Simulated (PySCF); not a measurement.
# F3HNTa (Ta(NH)F3): the cost of one run

Programs: PySCF 2.14.0, with routines of our own; each step states its level. All values are computed. Atoms count from 0.

## 1. The system as given

6 atoms, charge 0, multiplicity 1; geometry from: GFN2-xTB.

## 2. Optimising the geometry at PBE0-D3(BJ)/def2-SVP

Job settings and geometry (Å):

```
{"job": {"xc": "PBE0", "basis": "def2-SVP", "d3": "d3bj", "grid": 1, "maxiter": 30, "shake": 0.03, "kind": "geom"}, "charge": 0, "multiplicity": 1}
Ta     0.055120    -0.079690    -0.427970
N     -0.000410    -0.002370     1.339850
H     -0.025270     0.007810     2.329640
F      1.835920     0.003610    -1.122310
F     -0.904180     1.487870    -1.116910
F     -0.898050    -1.513260    -1.071580
```

Run with:

```
$ OMP_NUM_THREADS=1 python heavy_run.py task.json out
```

One launch serves the whole session: the jobs run in the order shown.

**Question.** How long does this first job take on 1 thread of Intel Xeon Platinum 8488C, shared host, and how much memory does it need?

About 60 s, with a peak of 0.37 GiB.
